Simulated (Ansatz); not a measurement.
# C2H8F2N2Si: up Jacob's ladder to CCSD(T)

An exercise on one series of results from a longer session: the logs are not shown, and one member is left open.

Program: Ansatz 0.2.0, Gaussian basis. Level of theory: functionals in def2-TZVPP, the program's frozen cores in correlated methods. These are calculated values, not measurements.

The runs, in order: LDA (SPW92), PBE-D4, revPBE-D4, BLYP-D4, r2SCAN-D4, B97M-V, PBE0-D4, B3LYP-D4, r2SCANh-D4, r2SCAN0-D4, HSE06-D4, BHLYP-D4, CAM-B3LYP-D4, LC-ωPBE, ωB97X-V, ωB97M-V, B2PLYP, PBE-QIDH; CCSD(T)/def2-SVP; MP2/def2-TZVPP; MP2/def2-QZVPP; RPA on PBE.

**The relaxed structure**

An earlier PBE0-D4 in a triple-zeta def2 set relaxation fixed the geometry.

SMILES `CN[Si](F)(F)NC`, 15 atoms, charge 0, spin multiplicity 1.

Atoms are counted from 1 here; the program's logs count them from 0.

Bond lengths: C1–N2 1.450 Å, C1–H8 1.094 Å, C1–H9 1.090 Å, C1–H10 1.096 Å, N2–Si3 1.684 Å, N2–H11 1.007 Å, Si3–F4 1.594 Å, Si3–F5 1.594 Å, Si3–N6 1.684 Å, N6–C7 1.450 Å, N6–H12 1.007 Å, C7–H13 1.094 Å, C7–H14 1.090 Å, C7–H15 1.096 Å. Angles: N2–C1–H8 111.0°, N2–C1–H9 109.5°, N2–C1–H10 112.7°, H8–C1–H9 107.4°, H8–C1–H10 108.2°, H9–C1–H10 107.8°, C1–N2–Si3 126.7°, C1–N2–H11 114.1°, Si3–N2–H11 117.2°, N2–Si3–F4 116.6°, N2–Si3–F5 105.6°, N2–Si3–N6 109.7°, F4–Si3–F5 102.9°, F4–Si3–N6 105.6°, F5–Si3–N6 116.6°, Si3–N6–C7 126.7°, Si3–N6–H12 117.2°, C7–N6–H12 114.1° and more.

Coordinates:

```xyz
15

C    -2.1846    1.4647    0.7555
N    -0.8077    1.0953    0.4936
Si   -0.2722   -0.2507   -0.3646
F    -0.1719   -0.0950   -1.9482
F    -1.4099   -1.3535   -0.1875
N     1.2749   -0.6733    0.1484
C     2.2794   -1.3820   -0.6197
H    -2.3069    1.8218    1.7822
H    -2.8246    0.5903    0.6352
H    -2.5497    2.2427    0.0761
H    -0.1481    1.8433    0.6342
H     1.4504   -0.6595    1.1400
H     3.2705   -0.9448   -0.4679
H     2.0467   -1.3037   -1.6819
H     2.3316   -2.4465   -0.3660
```

The first run:

The input, in.yaml:

```yaml
crystal:
  periodic: [false, false, false]
  atoms:
    - {symbol: C, position_ang: [-2.184625, 1.464719, 0.755510]}
    - {symbol: N, position_ang: [-0.807659, 1.095318, 0.493638]}
    - {symbol: Si, position_ang: [-0.272157, -0.250703, -0.364642]}
    - {symbol: F, position_ang: [-0.171948, -0.094986, -1.948150]}
    - {symbol: F, position_ang: [-1.409854, -1.353452, -0.187536]}
    - {symbol: N, position_ang: [1.274888, -0.673331, 0.148372]}
    - {symbol: C, position_ang: [2.279372, -1.381990, -0.619662]}
    - {symbol: H, position_ang: [-2.306879, 1.821837, 1.782184]}
    - {symbol: H, position_ang: [-2.824563, 0.590323, 0.635184]}
    - {symbol: H, position_ang: [-2.549669, 2.242741, 0.076052]}
    - {symbol: H, position_ang: [-0.148083, 1.843334, 0.634228]}
    - {symbol: H, position_ang: [1.450413, -0.659536, 1.140003]}
    - {symbol: H, position_ang: [3.270517, -0.944803, -0.467860]}
    - {symbol: H, position_ang: [2.046735, -1.303677, -1.681879]}
    - {symbol: H, position_ang: [2.331615, -2.446497, -0.366039]}
basis:
  gaussian: {orbitals: def2-TZVPP}
hamiltonian: {xc: lda}
output: {orbitals: {seedname: orbitals}}
```

The run is started by

```bash
$ ansatz run in.yaml --threads 4 --pin off --events-out ev --progress --plain --max-ram 11315MiB
```

Among the steps run: LDA; PBE-D4 (GGA); revPBE-D4 (GGA); BLYP-D4 (GGA); r2SCAN-D4 (meta-GGA); B97M-V (meta-GGA); PBE0-D4 (hybrid); B3LYP-D4 (hybrid); r2SCANh-D4 (hybrid); r2SCAN0-D4 (hybrid); HSE06-D4 (hybrid); BHLYP-D4 (hybrid); CAM-B3LYP-D4 (range-separated); LC-ωPBE (range-separated); ωB97X-V (range-separated); ωB97M-V (range-separated); B2PLYP (double hybrid); PBE-QIDH (double hybrid).

One table of the session follows, with a row left open; its other results are not shown here.

It belongs to the step «Orbital energies across the functionals». 

| functional | HOMO (eV) | LUMO (eV) | gap (eV) |
| --- | --- | --- | --- |
| LDA (SPW92) | -5.95 | -0.18 | 5.77 |
| PBE-D4 | -5.80 | -0.01 | 5.80 |
| revPBE-D4 | -5.74 | 0.08 | 5.82 |
| BLYP-D4 | -5.69 | -0.02 | 5.67 |
| r2SCAN-D4 | -6.09 | 0.70 | 6.78 |
| B97M-V | -6.21 | 0.20 | 6.41 |
| PBE0-D4 | -7.24 | 0.83 | 8.07 |
| B3LYP-D4 | -7.00 | 0.48 | 7.49 |
| r2SCANh-D4 | -6.63 | 0.95 | 7.57 |
| r2SCAN0-D4 | -7.44 | 1.30 | 8.74 |
| HSE06-D4 | -6.83 | 0.46 | 7.30 |
| BHLYP-D4 | -8.60 | 1.44 | 10.05 |
| CAM-B3LYP-D4 | -8.68 | 1.59 | 10.27 |
| LC-ωPBE | -10.08 | 2.92 | 13.00 |
| ωB97X-V | -9.70 | 2.71 | 12.41 |
| ωB97M-V | ? | ? | ? |

Estimate the missing values for ωB97M-V.

**Answer.** HOMO (eV): -9.61; LUMO (eV): 2.23; gap (eV): 11.84. In the column «HOMO (eV)» it lies between ωB97X-V (-9.70) and CAM-B3LYP-D4 (-8.68).
